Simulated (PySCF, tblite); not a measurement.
**C₆H₈ClO radical: geometry, infrared bands and EPR parameters**

Aim: predict the infrared bands and EPR parameters of C₆H₈ClO radical (`O[C@@]12[CH][C@@H]1C[C@@H](Cl)C2`).

The runs use tblite 0.8.0 and PySCF 2.14.0, with density-fitted response routines of our own; the level of theory stands in each step. All values are computed, except where a source is named. Atoms are numbered from 0 throughout.

### 1 Starting geometry

16 atoms, charge 0, multiplicity 2; geometry from: force field or distance geometry start.

Bonds of the start (Å): O0–C1 1.37, C1–C2 1.54, C2–C3 1.51, C3–C4 1.50, C4–C5 1.51, C5–Cl6 1.77, C5–C7 1.52, C3–C1 1.50, C7–C1 1.51, O0–H8 0.99, C2–H9 1.11, C3–H10 1.11, C4–H11 1.10, C4–H12 1.10, C5–H13 1.11, C7–H14 1.10, C7–H15 1.11.

### 2 Relaxing the molecule with GFN2-xTB

What the job is given:

```
{"job": {"kind": "relax", "xc": "GFN2-xTB", "basis": "xTB"}, "charge": 0, "multiplicity": 2}
O     -1.469700     1.773000    -0.367700
C     -0.577300     0.807900     0.002600
C     -0.484100     0.385900     1.480400
C     -1.036400    -0.551500     0.435400
C     -0.024300    -1.490800    -0.161900
C      1.233000    -0.655600    -0.086400
Cl     2.592000    -1.338400    -0.987200
C      0.751500     0.656200    -0.689400
H     -1.110800     2.688600    -0.253600
H     -1.166900     0.982000     2.117200
H     -2.115400    -0.808800     0.420200
H      0.083000    -2.377400     0.474300
H     -0.236600    -1.737900    -1.214200
H      1.511700    -0.448200     0.968900
H      0.661600     0.609400    -1.786600
H      1.381200     1.514500    -0.363400
```

Launch:

```bash
$ OMP_NUM_THREADS=1 python probes_run.py task.json out
```

The driver reads the jobs from task.json and runs them one after another.

Output:

```text
step      E/eV     max force
  0    -691.72987    2.679
  1    -691.92277    1.475
  2    -692.00776    0.618
  3    -692.04443    0.658
  4    -692.08888    0.485
  5    -692.11369    0.395
  6    -692.13007    0.273
  7    -692.13879    0.232
  8    -692.14670    0.291
  9    -692.15410    0.277
 10    -692.15967    0.157
 11    -692.16367    0.156
 12    -692.16710    0.149
 13    -692.17023    0.152
 14    -692.17276    0.114
 15    -692.17461    0.105
 16    -692.17640    0.108
 17    -692.17882    0.126
 18    -692.18191    0.148
 19    -692.18521    0.145
 20    -692.18830    0.131
 21    -692.19090    0.121
 22    -692.19275    0.086
 23    -692.19398    0.082
 24    -692.19498    0.090
 25    -692.19608    0.104
 26    -692.19721    0.101
 27    -692.19809    0.081
 28    -692.19871    0.054
 29    -692.19923    0.068
 30    -692.19976    0.072
 31    -692.20022    0.054
 32    -692.20052    0.040
 33    -692.20072    0.033
 34    -692.20090    0.044
 35    -692.20107    0.046
 36    -692.20120    0.032
 37    -692.20129    0.024
 38    -692.20135    0.021
 39    -692.20140    0.016
 40    -692.20145    0.013
 41    -692.20148    0.017
 42    -692.20151    0.016
 43    -692.20155    0.016
 44    -692.20160    0.022
 45    -692.20167    0.023
 46    -692.20174    0.028
 47    -692.20180    0.022
 48    -692.20184    0.012
 49    -692.20186    0.010
```

It took 0.74 s on 1 thread of AMD EPYC, shared host.

Step by step: (not every step is listed)

| step | energy from step 0 (eV) | largest force (eV/Å) |
| --- | --- | --- |
| 0 | 0.0000 | 2.6790 |
| 1 | -0.1929 | 1.4748 |
| 2 | -0.2779 | 0.6181 |
| 3 | -0.3146 | 0.6584 |
| 4 | -0.3590 | 0.4847 |
| 5 | -0.3838 | 0.3954 |
| 6 | -0.4002 | 0.2728 |
| 7 | -0.4089 | 0.2325 |
| 8 | -0.4168 | 0.2907 |
| 11 | -0.4338 | 0.1558 |
| 14 | -0.4429 | 0.1145 |
| 17 | -0.4489 | 0.1257 |
| 20 | -0.4584 | 0.1309 |
| 23 | -0.4641 | 0.0818 |
| 26 | -0.4673 | 0.1008 |
| 29 | -0.4694 | 0.0676 |
| 32 | -0.4706 | 0.0401 |
| 35 | -0.4712 | 0.0456 |
| 38 | -0.4715 | 0.0210 |
| 41 | -0.4716 | 0.0169 |
| 44 | -0.4717 | 0.0224 |
| 45 | -0.4718 | 0.0232 |
| 46 | -0.4719 | 0.0277 |
| 47 | -0.4719 | 0.0220 |
| 48 | -0.4720 | 0.0121 |
| 49 | -0.4720 | 0.0097 |

Distances of close pairs at the start and the end, largest changes first:

| bond | before (Å) | after (Å) | change (Å) |
| --- | --- | --- | --- |
| C1–C2 | 1.540 | 1.464 | -0.075 |
| C1–C3 | 1.499 | 1.540 | +0.042 |
| C2–C3 | 1.509 | 1.468 | -0.041 |
| C2–H9 | 1.108 | 1.072 | -0.036 |
| O0–H8 | 0.990 | 0.964 | -0.026 |
| C3–H10 | 1.109 | 1.084 | -0.026 |
| O0–C1 | 1.366 | 1.391 | +0.025 |
| C7–H15 | 1.113 | 1.091 | -0.023 |

The final coordinates are the input of the step that follows.

### 3 Harmonic vibrations with GFN2-xTB

What the job is given:

```
{"job": {"kind": "ir", "xc": "GFN2-xTB", "basis": "xTB"}, "charge": 0, "multiplicity": 2}
O     -1.429274     1.831020    -0.483459
C     -0.565162     0.882589     0.052905
C     -0.697354     0.453745     1.446925
C     -1.057347    -0.530125     0.419284
C      0.003065    -1.506052    -0.055552
C      1.266339    -0.650381    -0.143048
Cl     2.479732    -1.354886    -1.237615
C      0.794496     0.721342    -0.616101
H     -1.108430     2.717187    -0.280356
H     -1.359798     0.863002     2.183775
H     -2.087302    -0.850489     0.313825
H      0.121815    -2.344941     0.630453
H     -0.260993    -1.894822    -1.040666
H      1.740733    -0.571968     0.837898
H      0.661488     0.729164    -1.699821
H      1.490394     1.514558    -0.339856
```

Output:

```text
mode    cm-1     km/mol
  1      80.1    165.63
  2     100.9      1.02
  3     207.6      2.96
  4     223.0      5.03
  5     312.4      5.36
  6     356.1      1.26
  7     397.3     13.09
  8     437.0     14.10
  9     484.3      2.66
 10     547.6      0.87
 11     726.4     29.23
 12     754.4      2.14
 13     789.4      2.05
 14     864.8     11.70
 15     897.5      2.31
 16     932.5     14.22
 17     956.3      1.91
 18     976.3      3.78
 19    1014.9     15.45
 20    1038.7      1.28
 21    1087.9     10.87
 22    1109.1     12.20
 23    1141.2     52.77
 24    1158.8      1.53
 25    1179.8     32.25
 26    1192.4     45.96
 27    1219.6      3.89
 28    1220.3    111.78
 29    1268.1     12.96
 30    1285.4     31.09
 31    1296.0     15.65
 32    1424.6     36.58
 33    1464.9      1.78
 34    1473.6      0.90
 35    2946.2      3.57
 36    2980.5      8.00
 37    2983.9     28.00
 38    2989.3     21.81
 39    2994.6     19.06
 40    3017.7     27.32
 41    3132.9     41.89
 42    3523.1     15.22
```

Run time: 1.2 s. Hardware: 1 thread of AMD EPYC, shared host.

The strongest bands and the atoms that carry them (share of the mass-weighted mode):

| cm⁻¹ | km/mol | atoms |
| --- | --- | --- |
| 80 | 165.6 | H8 93 % |
| 1141 | 52.8 | H10 21 %, C1 17 %, H14 16 % |
| 1180 | 32.2 | H8 24 %, C1 16 %, H10 16 %, H13 12 % |
| 1192 | 46.0 | C1 29 %, H15 23 % |
| 1220 | 111.8 | H8 42 %, C1 13 %, H10 12 % |
| 1285 | 31.1 | C7 17 %, H14 16 %, C4 14 %, H12 12 % |
| 1425 | 36.6 | C1 36 %, C3 27 %, C2 22 % |
| 3133 | 41.9 | H9 92 % |

### 4 EPR parameters: B3LYP/pcH-1

Same as in step 3 but for these lines:

```diff
@@ -1,2 +1,2 @@
-{"job": {"kind": "ir", "xc": "GFN2-xTB", "basis": "xTB"}, "charge": 0, "multiplicity": 2}
+{"job": {"kind": "epr", "basis": "pcH-1"}, "charge": 0, "multiplicity": 2}
 O     -1.429274     1.831020    -0.483459
```

Level: UKS B3LYP, pcH-1 on C Cl H O, non-relativistic, mean-field spin-orbit, GIAO.

Output:

```text
UKS, coarse grid
  cycle   1  E = -768.69582745  |g| = 5.06e-01
  cycle   2  E = -768.61414279  |g| = 7.10e-01
  cycle   3  E = -768.78911012  |g| = 9.30e-02
  cycle   4  E = -768.79202251  |g| = 4.29e-02
  cycle   5  E = -768.79291165  |g| = 8.30e-03
  cycle   6  E = -768.79295158  |g| = 4.55e-03
  cycle   7  E = -768.79296564  |g| = 1.45e-03
  cycle   8  E = -768.79296788  |g| = 8.34e-04
UKS, final grid
  cycle   1  E = -768.79302139  |g| = 1.03e-03
  cycle   2  E = -768.79302088  |g| = 1.48e-03
  cycle   3  E = -768.79302192  |g| = 1.22e-04
  cycle   4  E = -768.79302193  |g| = 4.01e-05
  cycle   5  E = -768.79302193  |g| = 2.66e-05
E = -768.79302193 Eh   <S^2> = 0.7530 (exact 0.7500)
g shifts (ppm)      1          2          3
  rmc          -158       -158       -158
  gc             55          5         -5
  oz_so          88       1120       1159
  total         -15        968        997
hyperfine (MHz)  atom isotope    a_iso     a_fc   dipolar eigenvalues
    0   17O       5.08       5.09    -13.01      6.36      6.66
    1   13C     -11.38     -11.39     -7.58     -2.63     10.21
    2   13C     259.89     259.94    -69.51    -67.70    137.21
    3   13C     -17.22     -17.23     -8.79     -4.16     12.95
    4   13C      30.50      30.50     -4.92     -3.39      8.30
    5   13C      10.28      10.27     -1.59     -0.07      1.66
    6  35Cl      -0.19      -0.19     -0.57     -0.30      0.87
    7   13C      12.17      12.18     -3.09     -1.87      4.96
    8    1H       3.98       3.98     -4.86     -2.40      7.27
    9    1H     -14.89     -14.91    -31.31     -3.98     35.29
   10    1H      35.54      35.54     -6.91     -1.88      8.79
   11    1H       6.76       6.76     -3.29     -1.87      5.16
   12    1H      -4.68      -4.68     -3.19     -2.26      5.45
   13    1H       5.21       5.21     -5.35     -2.38      7.73
   14    1H      -3.15      -3.15     -2.39     -1.78      4.17
   15    1H       5.07       5.07     -2.87     -2.09      4.96
```

Wall time 2 min (1 thread of AMD EPYC, shared host); peak memory 0.97 GiB.

Principal g values 2.00230, 2.00329, 2.00332; g(iso) = 2.00297, against 2.00232 for a free electron.

Hyperfine couplings, nucleus by nucleus at this fixed geometry (no averaging over rotations):

| nuclei | isotope | a(iso) (MHz) | a(iso) (G, at g = 2.0023) | largest dipolar term (MHz) |
| --- | --- | --- | --- | --- |
| C2 | 13C | 259.9 | 92.7 | 137.2 |
| H10 | 1H | 35.5 | 12.7 | 8.8 |
| C4 | 13C | 30.5 | 10.9 | 8.3 |
| C3 | 13C | -17.2 | -6.1 | 12.9 |
| H9 | 1H | -14.9 | -5.3 | 35.3 |
| C7 | 13C | 12.2 | 4.3 | 5.0 |
| C1 | 13C | -11.4 | -4.1 | 10.2 |
| C5 | 13C | 10.3 | 3.7 | 1.7 |
| H11 | 1H | 6.8 | 2.4 | 5.2 |
| H13 | 1H | 5.2 | 1.9 | 7.7 |
| O0 | 17O | 5.1 | 1.8 | -13.0 |
| H15 | 1H | 5.1 | 1.8 | 5.0 |
| H12 | 1H | -4.7 | -1.7 | 5.5 |
| H8 | 1H | 4.0 | 1.4 | 7.3 |

Mulliken spin populations:

O0 0.03; C1 0.01; C2 0.89; C3 0.02; C4 0.03; C5 0.00; Cl6 0.00; C7 0.02; H8 0.00; H9 -0.02; H10 0.01; H11 0.01; H12 0.00; H13 0.00; H14 0.00; H15 0.01

In first order the couplings over 0.8 MHz of 1H give 232 distinct lines over 28.3 G.

Orbitals, density, ELF and potential are computed afterwards from the orbital file.

ELF in a plane through or near 6 of the atoms.

Ten even steps from ' ' (0.00) to '@' (0.99):
```
                                                        
                                                        
                                                        
                                    ....                
                      ----::      ++%%##::              
                    ::**##++::..==@@@@@@##--            
                    ::****++**++**@@@@@@**::            
                    ::++::--%%##--++@@##::              
                  ..--**##==##**::--++..      ..        
          ..--==::----==**==..==%%@@**....==++==::..    
          ..==******--%%::++::==****++==**%%%%##==::    
          --####**++++==@@%%++%%%%++####====@@%%++::    
        ::%%@@@@%%::..++**::##****--**==##++==##==::    
        ::%%@@@@##..  ::==++==++--  ++%%----##**--..    
          ==##**::    ::==****--..  ==%%@@%%##==..      
                      ..::--::      ..++****==..        
                          ..          ::::::..          
                                                        
                                                        
                                                        
```
The map spans 10.9 Å across and 9.3 Å up, centred on the molecule. Atoms in the plane (x, y in Å): C1 (-1.0, -0.2), C3 (-0.4, 1.2), C4 (1.1, 0.9), Cl6 (2.8, -1.2), C7 (0.1, -1.2), H8 (-2.7, -1.2).

On the surface of density 0.002 e/bohr³ the electrostatic potential runs, from the 1st to the 99th percentile, from -1.29 V near O0 to 2.35 V near H8.

The spin density lies nearest to C2 66 %; H9 8 %.

### 5 What came out

| quantity | value |
| --- | --- |
| strongest single infrared mode (GFN2-xTB) | 80 cm⁻¹, 166 km/mol |
| zero-point energy (GFN2-xTB) | 77.5 kcal/mol |
| g(iso) (B3LYP) | 2.00297 |
| ⟨S²⟩ | 0.753 (exact 0.75) |
| largest a(iso) | 13C on C2, 259.9 MHz |
| surface potential, 1st and 99th percentile | -1.29 V and 2.35 V |

**Reading.** Over 49 steps the energy fell by 0.472 eV; of the close pairs, C1–C2 changed most, 1.540 to 1.464 Å. No mode is imaginary among the 42: a minimum at this level. The strongest single mode, at 80 cm⁻¹, moves mainly H8. GFN2-xTB is a fitted tight-binding method: band positions and strengths are rough. Its intensities can rank the bands wrongly. Most of the unpaired spin sits on C2 (0.89 e). The isotropic g lies 0.7 ppt above the free-electron value.
